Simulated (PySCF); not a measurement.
# C8H10: circular dichroism and optical rotation, excited states, first hyperpolarisability

Aim: compute the circular dichroism and optical rotation, excited states, first hyperpolarisability of C8H10 (`C#CC(C)=C=C(C)C`).

Programs: PySCF 2.14.0, with routines of our own; each step states its level. All values are computed. Atoms count from 0.

### Step 1. The starting structure

18 atoms, charge 0, multiplicity 1; geometry from: GFN2-xTB.

### Step 2. Optimising the geometry at PBE0-D3(BJ)/def2-SVP

The job: settings as JSON, then the geometry in Å.

```
{"job": {"xc": "PBE0", "basis": "def2-SVP", "d3": "d3bj", "grid": 2, "kind": "geom"}, "charge": 0, "multiplicity": 1}
C      2.884561     1.459549     1.567945
C      2.168340     0.788839     0.876340
C      1.351418    -0.018247     0.041963
C      2.067876    -0.846443    -0.993447
C      0.050464    -0.019991     0.188307
C     -1.240711    -0.028183     0.328035
C     -1.940828    -0.988446     1.250787
C     -2.133872     0.929229    -0.413093
H      3.499881     2.051572     2.177479
H      2.634937    -0.198889    -1.662036
H      2.767627    -1.526437    -0.507798
H      1.354059    -1.423890    -1.575861
H     -2.485106    -0.435422     2.015992
H     -2.660370    -1.586881     0.692113
H     -1.229467    -1.651718     1.735905
H     -2.681039     1.548931     0.296935
H     -2.861140     0.378023    -1.009038
H     -1.555389     1.574721    -1.068745
```

The run is started by

```sh
OMP_NUM_THREADS=1 python excited_run.py task.json out
```

The driver reads the jobs from task.json and runs them one after another.

The program printed:

```text
step   0  E = -310.15422031  max force = 0.017696
step   1  E = -310.15665060  max force = 0.002316
step   2  E = -310.15667029  max force = 0.000386
step   3  E = -310.15667308  max force = 0.000554
step   4  E = -310.15667443  max force = 0.000158
optimisation converged
```

It took 56 s on 1 thread of Arm Neoverse V1, shared host; peak memory 0.77 GiB.

Relaxation path:

```
step  energy from step 0 (eV)  largest force component (eV/Å)
   0                   0.0000                          0.9100
   1                  -0.0661                          0.1191
   2                  -0.0667                          0.0198
   3                  -0.0667                          0.0285
   4                  -0.0668                          0.0081
```

Distances of close pairs at the start and the end, largest changes first:

```
  bond  before (Å)  after (Å)  change (Å)
 C0–H8       1.049      1.074      +0.025
 C1–C2       1.419      1.433      +0.014
 C2–C4       1.309      1.323      +0.014
 C0–C1       1.200      1.214      +0.013
C7–H15       1.090      1.103      +0.013
C6–H12       1.090      1.103      +0.013
 C4–C5       1.299      1.312      +0.013
C7–H16       1.090      1.103      +0.013
```

The end geometry stands in the next job.

```
                         at the end point                value
  point group (found at 0.08 Å tolerance)                   Cs
rotational constants (GHz, main isotopes)  3.182, 1.084, 0.991
                        dipole moment (D)                 1.22
```

### Step 3. Circular dichroism and optical rotation: TDDFT CAM-B3LYP/aug-cc-pVDZ

The job: settings as JSON, then the geometry in Å.

```
{"job": {"kind": "ecd", "xc": "CAM-B3LYP", "basis": "aug-cc-pVDZ", "nstates": 12}, "charge": 0, "multiplicity": 1}
C      3.096505     1.660269     1.557419
C      2.367279     0.983091     0.862193
C      1.553159     0.164218     0.013313
C      2.259544    -0.669502    -1.029728
C      0.238757     0.160248     0.161401
C     -1.064769     0.156192     0.307722
C     -1.751857    -0.808797     1.236729
C     -1.946042     1.121921    -0.438749
H      3.728237     2.264908     2.180758
H      2.836067    -0.024723    -1.711347
H      2.971008    -1.361040    -0.551898
H      1.537901    -1.252110    -1.617200
H     -2.315995    -0.259711     2.009091
H     -2.479765    -1.424741     0.682584
H     -1.037566    -1.475810     1.736471
H     -2.515065     1.746356     0.270194
H     -2.683145     0.576176    -1.051251
H     -1.365741     1.782772    -1.095555
```

With the program's defaults for keys left out, this is: TDDFT CAM-B3LYP/aug-cc-pVDZ circular dichroism and optical rotation, one conformer, gas phase.

The program printed:

```text
coarse grid: 14888 points
cycle   1  E = -310.5256502471  dE =  1.120e+00  |g| = 3.332e-01  |ddm| = 3.359e+01
cycle   2  E = -310.5478237174  dE = -2.217e-02  |g| = 2.267e-01  |ddm| = 2.789e+00
cycle   3  E = -310.5603757719  dE = -1.255e-02  |g| = 5.179e-02  |ddm| = 1.320e+00
cycle   4  E = -310.5607241662  dE = -3.484e-04  |g| = 3.873e-02  |ddm| = 3.590e-01
cycle   5  E = -310.5610980110  dE = -3.738e-04  |g| = 7.310e-03  |ddm| = 1.367e-01
cycle   6  E = -310.5611094682  dE = -1.146e-05  |g| = 2.510e-03  |ddm| = 3.484e-02
cycle   7  E = -310.5611111390  dE = -1.671e-06  |g| = 6.614e-04  |ddm| = 1.594e-02
final grid: 143384 points
cycle   8  E = -310.5875823121  dE = -1.783e-05  |g| = 3.475e-03  |ddm| = 4.870e-01
cycle   9  E = -310.5875832487  dE = -9.366e-07  |g| = 3.020e-03  |ddm| = 4.373e-02
cycle  10  E = -310.5875854855  dE = -2.237e-06  |g| = 4.243e-04  |ddm| = 1.199e-02
cycle  11  E = -310.5875855269  dE = -4.141e-08  |g| = 1.277e-04  |ddm| = 2.445e-03
cycle  12  E = -310.5875855306  dE = -3.768e-09  |g| = 5.777e-05  |ddm| = 8.562e-04
cycle  13  E = -310.5875855314  dE = -7.931e-10  |g| = 1.710e-05  |ddm| = 3.577e-04
converged SCF energy = -310.5875855314

Singlet excitations and rotatory strengths (1e-40 esu^2 cm^2)
state   eV       nm     f(len)   f(vel)    R(len)    R(vel)   main configurations
  1   5.2301   237.1  0.00022  0.00021     0.002     0.002   H-1->L+1 0.62, H-1->L+5 0.25
  2   5.4654   226.9  0.00006  0.00008     0.116     0.114   H->L+9 0.52, H->L+3 0.09
  3   5.6158   220.8  0.35649  0.34610    -0.204    -0.200   H->L+1 0.67, H->L+5 0.17
  4   5.8685   211.3  0.00037  0.00030     0.077     0.075   H->L 0.42, H-2->L+1 0.23, H-2->L+5 0.12
  5   5.8993   210.2  0.00019  0.00019     0.008     0.007   H-2->L+1 0.35, H->L 0.22, H-2->L+5 0.18
  6   6.2363   198.8  0.00661  0.00648     0.007     0.007   H-1->L 0.87
  7   6.3998   193.7  0.00335  0.00330    -0.037    -0.034   H->L+13 0.24, H->L+8 0.18, H->L+2 0.15
  8   6.5084   190.5  0.02678  0.02602     0.007     0.008   H->L+3 0.46, H->L+2 0.29, H->L 0.09
  9   6.7099   184.8  0.00222  0.00255     0.076     0.082   H->L+2 0.29, H->L+3 0.23, H->L+4 0.17
 10   6.7196   184.5  0.01597  0.01561    -0.066    -0.071   H->L+5 0.44, H->L+1 0.23, H->L+6 0.14
 11   6.8351   181.4  0.42282  0.41093    -0.100    -0.099   H-1->L+3 0.42, H-1->L+2 0.27, H-1->L+4 0.12
 12   7.0278   176.4  0.02562  0.02536    -0.052    -0.059   H-1->L+2 0.39, H-2->L 0.14, H-1->L+3 0.12

Specific rotation (deg / (dm g/mL))
    nm     length   length(OI)   velocity    alpha(len)  alpha(vel)
  633.0       0.03       0.03       0.03      111.514    109.390
  589.3       0.04       0.04       0.04      112.259    110.118
  546.0       0.04       0.04       0.04      113.208    111.044
  436.0       0.06       0.06       0.06      117.350    115.088
  405.0       0.06       0.06       0.07      119.364    117.053
  365.0       0.07       0.07       0.08      123.096    120.693
  355.0       0.07       0.07       0.09      124.328    121.896
```

Wall time 2.4 min (1 thread of Arm Neoverse V1, shared host); peak memory 1.3 GiB.

The fields below are evaluated on a grid from the run's orbitals.

Frontier orbitals at CAM-B3LYP/aug-cc-pVDZ, with the share of their density that lies nearest to each atom:

| orbital | energy (eV) | lies on |
| --- | --- | --- |
| HOMO | -7.85 | C0, C2, C4 about 24 % each; C1 11 % |
| LUMO | 0.25 | H13, H16 about 14 % each; 5 H atoms about 9 % each |

ELF in a plane through or near 8 of the atoms.

Ten even steps from ' ' (0.00) to '@' (1.00):
```
                                                        
                                                        
                                                        
        **@@%%**..                                      
      ::@@@@@@@@++----                                  
      ::@@@@@@##******--                                
        ==##==%%--%%##--    ....                        
        --**##%%##--**::  ::****==..                    
        --++##%%::==##--::**%%%%**++..                  
          ..--==++%%**--%%::--%%::====                  
                ..++::::%%----@@..====                  
              ::--##@@++==++##%%##==..                  
            ::**++**::==  ..==**++..                    
            ::++++--@@@@##    ....                      
              ..::**@@@@@@==                            
                  ==@@@@@@--                            
                    ::--..                              
                                                        
                                                        
                                                        
```
The map spans 12.3 Å across and 10.9 Å up, centred on the molecule. Atoms in the plane (x, y in Å): C0 (-2.9, 2.0), C1 (-2.2, 1.0), C2 (-1.4, -0.2), C3 (-2.1, -1.5), C4 (0.0, 0.0), C5 (1.3, 0.1), H8 (-3.6, 2.8), H11 (-1.3, -2.3).

On the surface of density 0.002 e/bohr³ the electrostatic potential runs, from the 1st to the 99th percentile, from -0.96 V near C0 to 1.30 V near H8.

### Step 4. Excited states: TDA CAM-B3LYP/def2-TZVP

The job, as its differences from that of step 3:

```diff
@@ -1,2 +1,2 @@
-{"job": {"kind": "ecd", "xc": "CAM-B3LYP", "basis": "aug-cc-pVDZ", "nstates": 12}, "charge": 0, "multiplicity": 1}
+{"job": {"kind": "states", "xc": "CAM-B3LYP", "basis": "def2-TZVP", "tda": true, "soc": true, "nstates": 6, "ntriplets": 5, "nquad": 4}, "charge": 0, "multiplicity": 1}
 C      3.096505     1.660269     1.557419
```

Level: TDA CAM-B3LYP/def2-TZVP excited states, vertical, gas phase, spin-orbit mean-field couplings.

The program printed:

```text
coarse grid: 14888 points
cycle   1  E = -310.6460473220  dE =  1.063e+00  |g| = 3.787e-01  |ddm| = 3.817e+00
cycle   2  E = -310.6697808754  dE = -2.373e-02  |g| = 2.624e-01  |ddm| = 7.127e-01
cycle   3  E = -310.6855458409  dE = -1.576e-02  |g| = 5.488e-02  |ddm| = 3.126e-01
cycle   4  E = -310.6858904893  dE = -3.446e-04  |g| = 4.188e-02  |ddm| = 8.264e-02
cycle   5  E = -310.6863071736  dE = -4.167e-04  |g| = 7.853e-03  |ddm| = 3.476e-02
cycle   6  E = -310.6863191854  dE = -1.201e-05  |g| = 3.161e-03  |ddm| = 8.803e-03
cycle   7  E = -310.6863216178  dE = -2.432e-06  |g| = 7.867e-04  |ddm| = 3.934e-03
final grid: 143384 points
cycle   8  E = -310.6783812283  dE = -4.423e-05  |g| = 4.312e-03  |ddm| = 1.017e-01
cycle   9  E = -310.6783822446  dE = -1.016e-06  |g| = 3.781e-03  |ddm| = 1.008e-02
cycle  10  E = -310.6783854242  dE = -3.180e-06  |g| = 6.614e-04  |ddm| = 2.732e-03
cycle  11  E = -310.6783855051  dE = -8.093e-08  |g| = 3.172e-04  |ddm| = 1.002e-03
cycle  12  E = -310.6783855283  dE = -2.319e-08  |g| = 1.022e-04  |ddm| = 3.316e-04
cycle  13  E = -310.6783855306  dE = -2.355e-09  |g| = 2.470e-05  |ddm| = 8.027e-05
cycle  14  E = -310.6783855308  dE = -1.345e-10  |g| = 5.446e-06  |ddm| = 3.304e-05
converged SCF energy = -310.6783855308

Singlet excitations
state   eV       nm        f     d(h-e)  d(exc)  Lambda  PR(NTO)  |dmu|/D   mu/D   main configurations
  1   5.2694   235.3   0.00014   1.103   2.981   0.487   1.181    3.247    4.467   H-1->L 0.89
  2   5.5404   223.8   0.00008   0.526   2.994   0.491   1.310    1.357    0.326   H->L+1 0.80
  3   5.8801   210.9   0.36498   0.292   2.834   0.781   1.558    0.650    0.598   H->L 0.71, H-2->L+1 0.08
  4   5.9340   208.9   0.00000   0.803   2.711   0.442   1.122    2.775    1.533   H-2->L 0.89
  5   6.5715   188.7   0.00005   0.279   2.673   0.476   1.360                     H->L+4 0.72, H-3->L+1 0.12
  6   7.1117   174.3   0.00111   1.310   3.923   0.321   1.027                     H->L+2 0.73, H->L+3 0.14

Triplet excitations (Tamm-Dancoff)
state   eV     d(h-e)  d(exc)  Lambda  PR(NTO)   main configurations
  1   3.6811   0.178   2.629   0.824   1.105   H->L 0.92
  2   4.5800   0.085   2.337   0.719   1.042   H-1->L+1 0.76, H-1->L+4 0.09
  3   4.9142   1.177   2.924   0.485   1.081   H-1->L 0.92
  4   5.1628   0.534   2.819   0.482   1.573   H->L+1 0.69, H-2->L 0.14
  5   5.4743   0.114   2.118   0.637   1.644   H-2->L+4 0.33, H-2->L+1 0.29, H-3->L 0.13
S1 - T1 = 1.5883 eV

Spin-orbit couplings |<S|Hso|T>| (cm-1)
             T1       T2       T3       T4       T5
S0        0.011    0.308    7.424    6.450    0.388
S1        3.253    4.663    0.048    0.329    2.504
S2        3.221    4.174    0.007    0.270    3.174
S3        0.019    0.015    6.287   13.310    0.088
S4        6.613    1.938    1.553    0.394    4.086
S5        7.755    2.345    0.430    2.548    5.847
S6        1.858    0.517    0.177    0.850    0.938
T1 sublevels (cm-1): 0.000 0.004 0.004   radiative rates (1/s): 0.00042 0.000538 0.00142
```

Wall time 97 s (1 thread of Arm Neoverse V1, shared host); peak memory 1.3 GiB.

Key values:

```csv
quantity,value
S1 less T1,1.59 eV
```

### Step 5. Excited states: TDDFT CAM-B3LYP/aug-cc-pVDZ

The job, as its differences from that of step 4:

```diff
@@ -1,2 +1,2 @@
-{"job": {"kind": "states", "xc": "CAM-B3LYP", "basis": "def2-TZVP", "tda": true, "soc": true, "nstates": 6, "ntriplets": 5, "nquad": 4}, "charge": 0, "multiplicity": 1}
+{"job": {"kind": "states", "xc": "CAM-B3LYP", "basis": "aug-cc-pVDZ", "tpa": true, "nstates": 8, "nquad": 6, "ntriplets": 0}, "charge": 0, "multiplicity": 1}
 C      3.096505     1.660269     1.557419
```

Method: TDDFT CAM-B3LYP/aug-cc-pVDZ excited states, vertical, gas phase, two-photon moments by quadratic response.

The program printed:

```text
coarse grid: 14888 points
cycle   1  E = -310.5256502471  dE =  1.120e+00  |g| = 3.332e-01  |ddm| = 3.359e+01
cycle   2  E = -310.5478237174  dE = -2.217e-02  |g| = 2.267e-01  |ddm| = 2.789e+00
cycle   3  E = -310.5603757719  dE = -1.255e-02  |g| = 5.179e-02  |ddm| = 1.320e+00
cycle   4  E = -310.5607241662  dE = -3.484e-04  |g| = 3.873e-02  |ddm| = 3.590e-01
cycle   5  E = -310.5610980110  dE = -3.738e-04  |g| = 7.310e-03  |ddm| = 1.367e-01
cycle   6  E = -310.5611094682  dE = -1.146e-05  |g| = 2.510e-03  |ddm| = 3.484e-02
cycle   7  E = -310.5611111390  dE = -1.671e-06  |g| = 6.614e-04  |ddm| = 1.594e-02
final grid: 143384 points
cycle   8  E = -310.5875823121  dE = -1.783e-05  |g| = 3.475e-03  |ddm| = 4.870e-01
cycle   9  E = -310.5875832487  dE = -9.366e-07  |g| = 3.020e-03  |ddm| = 4.373e-02
cycle  10  E = -310.5875854855  dE = -2.237e-06  |g| = 4.243e-04  |ddm| = 1.199e-02
cycle  11  E = -310.5875855269  dE = -4.141e-08  |g| = 1.277e-04  |ddm| = 2.445e-03
cycle  12  E = -310.5875855306  dE = -3.768e-09  |g| = 5.777e-05  |ddm| = 8.562e-04
cycle  13  E = -310.5875855314  dE = -7.931e-10  |g| = 1.710e-05  |ddm| = 3.577e-04
converged SCF energy = -310.5875855314

Singlet excitations
state   eV       nm        f     d(h-e)  d(exc)  Lambda  PR(NTO)  |dmu|/D   mu/D   delta(TPA)   sigma/GM   main configurations
  1   5.2301   237.1   0.00022   1.087   3.052   0.371   1.194    3.287    4.531        0.34      0.003   H-1->L+1 0.62, H-1->L+5 0.25
  2   5.4654   226.9   0.00006   0.509   3.239   0.342   1.244    1.260    0.177        2.42      0.027   H->L+9 0.52, H->L+3 0.09
  3   5.6160   220.8   0.35649   0.193   3.116   0.598   1.452    0.348    1.143        7.25      0.084   H->L+1 0.67, H->L+5 0.17
  4   5.8685   211.3   0.00037   0.573   3.906   0.257   1.958    1.521    0.988       85.79      1.082   H->L 0.42, H-2->L+1 0.23, H-2->L+5 0.12
  5   5.8994   210.2   0.00019   0.581   3.487   0.292   2.032    1.516    0.326       62.95      0.803   H-2->L+1 0.35, H->L 0.22, H-2->L+5 0.18
  6   6.2363   198.8   0.00661   0.886   4.217   0.252   1.016    5.234    3.968       69.63      0.992   H-1->L 0.87
  7   6.3999   193.7   0.00335   0.631   3.771   0.275   1.234                                            H->L+13 0.24, H->L+8 0.18, H->L+2 0.15
  8   6.5084   190.5   0.02678   0.679   5.329   0.218   1.069                                            H->L+3 0.46, H->L+2 0.29, H->L 0.09
```

It took 88 s on 1 thread of Arm Neoverse V1, shared host; peak memory 1.2 GiB.

### Step 6. First hyperpolarisability: quadratic response CAM-B3LYP/aug-cc-pVDZ

The job, as its differences from that of step 5:

```diff
@@ -1,2 +1,2 @@
-{"job": {"kind": "states", "xc": "CAM-B3LYP", "basis": "aug-cc-pVDZ", "tpa": true, "nstates": 8, "nquad": 6, "ntriplets": 0}, "charge": 0, "multiplicity": 1}
+{"job": {"kind": "beta", "xc": "CAM-B3LYP", "basis": "aug-cc-pVDZ"}, "charge": 0, "multiplicity": 1}
 C      3.096505     1.660269     1.557419
```

With the program's defaults for keys left out, this is: quadratic response CAM-B3LYP/aug-cc-pVDZ first hyperpolarisability, Taylor convention, gas phase.

The program printed:

```text
coarse grid: 14888 points
cycle   1  E = -310.5256502471  dE =  1.120e+00  |g| = 3.332e-01  |ddm| = 3.359e+01
cycle   2  E = -310.5478237174  dE = -2.217e-02  |g| = 2.267e-01  |ddm| = 2.789e+00
cycle   3  E = -310.5603757719  dE = -1.255e-02  |g| = 5.179e-02  |ddm| = 1.320e+00
cycle   4  E = -310.5607241662  dE = -3.484e-04  |g| = 3.873e-02  |ddm| = 3.590e-01
cycle   5  E = -310.5610980110  dE = -3.738e-04  |g| = 7.310e-03  |ddm| = 1.367e-01
cycle   6  E = -310.5611094682  dE = -1.146e-05  |g| = 2.510e-03  |ddm| = 3.484e-02
cycle   7  E = -310.5611111390  dE = -1.671e-06  |g| = 6.614e-04  |ddm| = 1.594e-02
final grid: 143384 points
cycle   8  E = -310.5875823121  dE = -1.783e-05  |g| = 3.475e-03  |ddm| = 4.870e-01
cycle   9  E = -310.5875832487  dE = -9.366e-07  |g| = 3.020e-03  |ddm| = 4.373e-02
cycle  10  E = -310.5875854855  dE = -2.237e-06  |g| = 4.243e-04  |ddm| = 1.199e-02
cycle  11  E = -310.5875855269  dE = -4.141e-08  |g| = 1.277e-04  |ddm| = 2.445e-03
cycle  12  E = -310.5875855306  dE = -3.768e-09  |g| = 5.777e-05  |ddm| = 8.562e-04
cycle  13  E = -310.5875855314  dE = -7.931e-10  |g| = 1.710e-05  |ddm| = 3.577e-04
converged SCF energy = -310.5875855314

Lowest singlets (eV, f): 5.2301 0.0002  5.4654 0.0001  5.6160 0.3565

First hyperpolarisability (au)
process     nm      |vector|   parallel      HRS      DR
static         -      114.61      62.18      47.88   4.854
shg       1907.0      121.53      65.91      50.91   4.837
eope      1907.0      116.85      63.39          -       -
shg       1064.0      139.35      75.44      58.85   4.759
eope      1064.0      122.05      66.19          -       -
```

It took 76 s on 1 thread of Arm Neoverse V1, shared host; peak memory 1.2 GiB.

### Step 7. Summary of results

```
                                                                                         quantity                                                        value
                                                                                      point group                                                           Cs
                                                             rotational constants (main isotopes)                                         3.18, 1.08, 0.99 GHz
state of largest rotatory strength (velocity form) among 12 (step 3, TDDFT CAM-B3LYP/aug-cc-pVDZ)  5.62 eV, R = -0.2 (velocity), -0.2 (length) ·10⁻⁴⁰ esu² cm²
                              specific rotation at 633.0 nm (step 3, TDDFT CAM-B3LYP/aug-cc-pVDZ)                                 0.0 (velocity), 0.0 (length)
                                                            surface potential, 1st and 99th percentile                                           -0.96 V and 1.30 V
                                                     S1 less T1 (step 4, TDA CAM-B3LYP/def2-TZVP)                                                      1.59 eV
                                      β vector (step 6, quadratic response CAM-B3LYP/aug-cc-pVDZ)          static 115, SHG 1907.0 nm 122, SHG 1064.0 nm 139 au
```

What this shows: The optimisation took 4 steps and gained 0.067 eV; among the close pairs (by a distance rule), C0–H8 changed most, from 1.049 to 1.074 Å. The geometry is achiral, so these rotations and rotatory strengths are numerical residue. In step 4, the number of triplets below S1 is 4, and the largest singlet-triplet spin-orbit coupling is S3–T4, 13.31 cm⁻¹. β grows from 115 au (static) to 139 au for doubling at 1064.0 nm: normal dispersion, which grows as twice the photon energy moves toward the bright states.
